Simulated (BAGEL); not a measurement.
**HF/STO-3G (density fitting with qzvpp-jkfit) run of SiPH5O2 (SMILES O[SiH2]OP)**

What is the vertical ionisation energy of SiPH5O2 at HF/STO-3G (density fitting with qzvpp-jkfit)? 

The calculation is run with BAGEL 1.2.2.

### Step 1. Starting point

SiPH5O2 has 9 atoms, charge 0, and is taken as a singlet. SMILES: `O[SiH2]OP`. Geometry: relaxed at PBE0-D4/def2-TZVP. This is one conformer, not always the lowest.

Bond lengths: O1–Si2 1.637 Å, Si2–O3 1.648 Å, O3–P4 1.646 Å, O1–H5 0.958 Å, Si2–H6 1.486 Å, Si2–H7 1.473 Å, P4–H8 1.424 Å, P4–H9 1.424 Å. Some angles: O1–Si2–O3 112.6°, Si2–O3–P4 125.8°, O1–Si2–H6 109.8°, O1–Si2–H7 106.9°, O3–Si2–H6 108.4°, O3–Si2–H7 105.8°, Si2–O1–H5 118.2°, O3–P4–H8 98.7°, O3–P4–H9 98.7°, H6–Si2–H7 113.3°.

### Step 2. The energy at HF/STO-3G (density fitting with qzvpp-jkfit)

calc.json reads:

```json
{ "bagel" : [

{
  "title" : "molecule",
  "basis" : "sto-3g",
  "df_basis" : "qzvpp-jkfit",
  "angstrom" : true,
  "geometry" : [
    { "atom" : "O", "xyz" : [      -0.307900,       1.144300,      -1.642900 ] },
    { "atom" : "Si", "xyz" : [       0.817700,       0.562000,      -0.606400 ] },
    { "atom" : "O", "xyz" : [       0.302400,      -0.778100,       0.201800 ] },
    { "atom" : "P", "xyz" : [      -0.942200,      -0.834900,       1.277600 ] },
    { "atom" : "H", "xyz" : [      -0.998700,       1.706900,      -1.290600 ] },
    { "atom" : "H", "xyz" : [       1.170600,       1.605300,       0.391300 ] },
    { "atom" : "H", "xyz" : [       1.964500,       0.123500,      -1.421100 ] },
    { "atom" : "H", "xyz" : [      -0.305900,      -1.590900,       2.302600 ] },
    { "atom" : "H", "xyz" : [      -1.612000,      -1.984300,       0.770600 ] }
  ]
},

{ "title" : "hf" },

{ "title" : "print", "file" : "orbitals.molden", "orbitals" : true }

]}
```

Command:

```bash
$ BAGEL_NUM_THREADS=1 BAGEL calc.json > calc.out
```

The program printed:

```text
* using 1 threads per process

  ===============================================================
  ===============================================================

  *** Geometry ***

  { "atom" : "O", "xyz" : [     -0.581847,      2.162414,     -3.104631 ] },
  { "atom" : "Si", "xyz" : [      1.545229,      1.062026,     -1.145930 ] },
  { "atom" : "O", "xyz" : [      0.571453,     -1.470396,      0.381347 ] },
  { "atom" : "P", "xyz" : [     -1.780500,     -1.577732,      2.414314 ] },
  { "atom" : "H", "xyz" : [     -1.887269,      3.225574,     -2.438881 ] },
  { "atom" : "H", "xyz" : [      2.212113,      3.033577,      0.739450 ] },
  { "atom" : "H", "xyz" : [      3.712367,      0.233381,     -2.685490 ] },
  { "atom" : "H", "xyz" : [     -0.578067,     -3.006365,      4.351283 ] },
  { "atom" : "H", "xyz" : [     -3.046239,     -3.749784,      1.456223 ] },

  Number of auxiliary basis functions:      500

  Since a DF basis is specified, we compute 2- and 3-index integrals:
    o Being stored without compression. Storage requirement is 0.004 GB

  Number of basis functions:       33
  Number of electrons      :       50

    * METHOD: MOLECULE                             0.19

  *** RHF ***

  === Nuclear Repulsion ===
   233.1528455584

      * DIIS with orbital gradients will be used.

  === RHF iteration (sto-3g) ===
      0       -773.04724244          0.01462407           0.03
      1       -773.12355696          0.00386265           0.03
      2       -773.12887215          0.00075629           0.02
      3       -773.12922538          0.00019243           0.02
      4       -773.12924703          0.00003498           0.02
      5       -773.12924810          0.00000504           0.03
      6       -773.12924812          0.00000121           0.02
      7       -773.12924812          0.00000033           0.03
      8       -773.12924812          0.00000008           0.03
      9       -773.12924812          0.00000002           0.03
     10       -773.12924812          0.00000001           0.02
    * SCF iteration converged.

    * Permanent dipole moment:
           (    0.144033,    -0.366174,    -0.447166) a.u.

    * METHOD: HF                                   0.37

    * METHOD: PRINT                                0.00

  ===============================================================
```

It took 0.68 s on 1 thread of Arm Neoverse V1, shared host; peak memory 0.081 GiB.

### Step 3. The doublet cation

hf.json reads:

```json
{ "bagel": [

{
  "title": "molecule",
  "basis": "sto-3g",
  "df_basis": "qzvpp-jkfit",
  "angstrom": true,
  "geometry": [
    { "atom": "O", "xyz": [   -0.307900,    1.144300,   -1.642900 ] },
    { "atom": "Si", "xyz": [    0.817700,    0.562000,   -0.606400 ] },
    { "atom": "O", "xyz": [    0.302400,   -0.778100,    0.201800 ] },
    { "atom": "P", "xyz": [   -0.942200,   -0.834900,    1.277600 ] },
    { "atom": "H", "xyz": [   -0.998700,    1.706900,   -1.290600 ] },
    { "atom": "H", "xyz": [    1.170600,    1.605300,    0.391300 ] },
    { "atom": "H", "xyz": [    1.964500,    0.123500,   -1.421100 ] },
    { "atom": "H", "xyz": [   -0.305900,   -1.590900,    2.302600 ] },
    { "atom": "H", "xyz": [   -1.612000,   -1.984300,    0.770600 ] }
  ]
},
{
  "title": "uhf",
  "charge": 1,
  "nopen": 1
},
{
  "title": "print",
  "file": "orbitals.molden",
  "orbitals": true
}

]}
```

Command:

```bash
$ BAGEL_NUM_THREADS=1 BAGEL hf.json > hf.out
```

The program printed:

```text
* using 1 threads per process

  ===============================================================
  ===============================================================

  *** Geometry ***

  { "atom" : "O", "xyz" : [     -0.581847,      2.162414,     -3.104631 ] },
  { "atom" : "Si", "xyz" : [      1.545229,      1.062026,     -1.145930 ] },
  { "atom" : "O", "xyz" : [      0.571453,     -1.470396,      0.381347 ] },
  { "atom" : "P", "xyz" : [     -1.780500,     -1.577732,      2.414314 ] },
  { "atom" : "H", "xyz" : [     -1.887269,      3.225574,     -2.438881 ] },
  { "atom" : "H", "xyz" : [      2.212113,      3.033577,      0.739450 ] },
  { "atom" : "H", "xyz" : [      3.712367,      0.233381,     -2.685490 ] },
  { "atom" : "H", "xyz" : [     -0.578067,     -3.006365,      4.351283 ] },
  { "atom" : "H", "xyz" : [     -3.046239,     -3.749784,      1.456223 ] },

  Number of auxiliary basis functions:      500

  Since a DF basis is specified, we compute 2- and 3-index integrals:
    o Being stored without compression. Storage requirement is 0.004 GB

  Number of basis functions:       33
  Number of electrons      :       50

    * METHOD: MOLECULE                             0.19

  *** Open-shell HF ***

  === Nuclear Repulsion ===
   233.1528455584

      * DIIS with orbital gradients will be used.

  === UHF iteration (sto-3g) ===
      0       -772.78187800          0.03225317           0.05
      1       -772.88853036          0.01216845           0.05
      2       -772.90268241          0.00472235           0.05
      3       -772.90728502          0.00258260           0.05
      4       -772.91048903          0.00212599           0.05
      5       -772.91456698          0.00177431           0.05
      6       -772.91879023          0.00081331           0.05
      7       -772.91921504          0.00075437           0.05
      8       -772.91976004          0.00038629           0.05
      9       -772.91987377          0.00029722           0.05
     10       -772.91994499          0.00012479           0.05
     11       -772.91995284          0.00007126           0.05
     12       -772.91995696          0.00006455           0.05
     13       -772.91996203          0.00005905           0.05
     14       -772.91997678          0.00004196           0.05
     15       -772.91998721          0.00002123           0.05
     16       -772.91998940          0.00001112           0.05
     17       -772.91998968          0.00000736           0.05
     18       -772.91998976          0.00000430           0.05
     19       -772.91998978          0.00000271           0.05
     20       -772.91998979          0.00000134           0.05
     21       -772.91998979          0.00000069           0.05
     22       -772.91998979          0.00000023           0.05
     23       -772.91998979          0.00000009           0.05
     24       -772.91998979          0.00000005           0.05
     25       -772.91998979          0.00000004           0.05
     26       -772.91998979          0.00000003           0.05
     27       -772.91998979          0.00000003           0.05
     28       -772.91998979          0.00000001           0.05
     29       -772.91998979          0.00000001           0.05
    * SCF iteration converged.

    * S^2 (UHF) is 0.7789

    * Permanent dipole moment:
           (    0.456192,     0.732567,    -1.487418) a.u.

    * METHOD: UHF                                  1.54

    * METHOD: PRINT                                0.00

  ===============================================================
```

It took 1.9 s on 1 thread of Arm Neoverse V1, shared host; peak memory 0.081 GiB.

### Step 4. Results

Level: HF/STO-3G (density fitting with qzvpp-jkfit).

| quantity | value |
| --- | --- |
| singlet SiPH5O2: total energy | -773.12925 Eh |
| singlet SiPH5O2: dipole moment | 1.51 D |
| singlet SiPH5O2: HOMO energy | -7.07 eV |
| singlet SiPH5O2: LUMO energy | 11.54 eV |
| singlet SiPH5O2: HOMO–LUMO gap | 18.61 eV |
| doublet cation: total energy | -772.91999 Eh |
| doublet cation: ⟨S²⟩ | 0.779 |
| vertical ionisation energy (to the doublet cation) | 5.694 eV |

Removing an electron at fixed nuclei costs 5.69 eV (131 kcal/mol). −ε(HOMO) before ionisation, 7.07 eV, is 1.38 eV above this ionisation energy. In a minimal basis such a difference can be off by several eV, whatever the method.
